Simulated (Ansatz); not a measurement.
Wanted: the native input for an Ansatz 0.2.0 run.

```yaml
Task: band structure
Functional: PBEsol
Potentials_or_basis: Ansatz PAW
Cutoff: "420 eV (not typed: the program's choice for these potentials)"
k_mesh: 7 × 7 × 7
Occupations: fermi-dirac, width 0.05 eV
Spin: no spin polarisation
Hubbard_terms: Pd d U = 1 eV
Path: "[[\"G\", \"X\", \"M\", \"G\", \"R\", \"X\"], [\"M\", \"R\"]]"
Points_for_each_segment_of_the_path: 14
Hubbard_projectors: ortho-atomic (the default)
Double_counting: fll (the default)
```

Crystal: Ge3Pd.

```xyz
4
Lattice="4.1420 0.0000 0.0000 0.0000 4.1420 0.0000 0.0000 0.0000 4.1420" Properties=species:S:1:pos:R:3 pbc="T T T"
Pd    0.0000    0.0000    0.0000
Ge    2.0710    2.0710    0.0000
Ge    2.0710    0.0000    2.0710
Ge    0.0000    2.0710    2.0710
```

The cell comes from a database or a generator and needn't be the stable form of this composition.

These files were run (other wordings do the same):

input.yaml

```yaml
crystal:
  lattice:
    - [4.142023, 0.0, 0.0]
    - [0.0, 4.142023, 0.0]
    - [0.0, 0.0, 4.142023]
  atoms:
    - { symbol: Pd, position: [0.0, 0.0, 0.0] }
    - { symbol: Ge, position: [0.5, 0.5, 0.0] }
    - { symbol: Ge, position: [0.5, 0.0, 0.5] }
    - { symbol: Ge, position: [0.0, 0.5, 0.5] }
hamiltonian:
  xc: pbesol
  pseudopotentials: { kind: paw }
  hubbard: { sites: [{ species: Pd, l: d, u_eff: 1.0 }] }
kpoints:
  mp_grid: { grid: [7, 7, 7] }
  band_path:
    path:
      - [[0.0, 0.0, 0.0], [0.0, 0.5, 0.0], [0.5, 0.5, 0.0], [0.0, 0.0, 0.0], [0.5, 0.5, 0.5], [0.0, 0.5, 0.0]]
      - [[0.5, 0.5, 0.0], [0.5, 0.5, 0.5]]
    npoints: 14
scf:
  occupations: { method: fermi_dirac, width: 0.05 }
  n_extra_bands: 10
output:
  forces: true
  stress: true
  eigenvalues: true
  fatbands: false
```

Potentials or basis: Ansatz PAW.

Run with:

```console
$ ansatz run input.yaml --threads 2 --pin off --max-ram 5632MiB --backend cpu --events-out ev --progress --plain --runs-dir out
```

It gave:

```json
{"Pressure": "-4.6 GPa", "Band gap on the k mesh": "none (metal or under the smearing width)"}
```

Caveat: U without spin polarisation on a metal has little footing; the PAW data sets come from PBE, with cores solved anew for the run's functional, which leaves a small shift of forces and pressure; the U is typed as a test and isn't derived for this compound.

It took 6.5 s on 2 threads of Arm Neoverse V1 (shared host), peak memory 0.45 GiB.
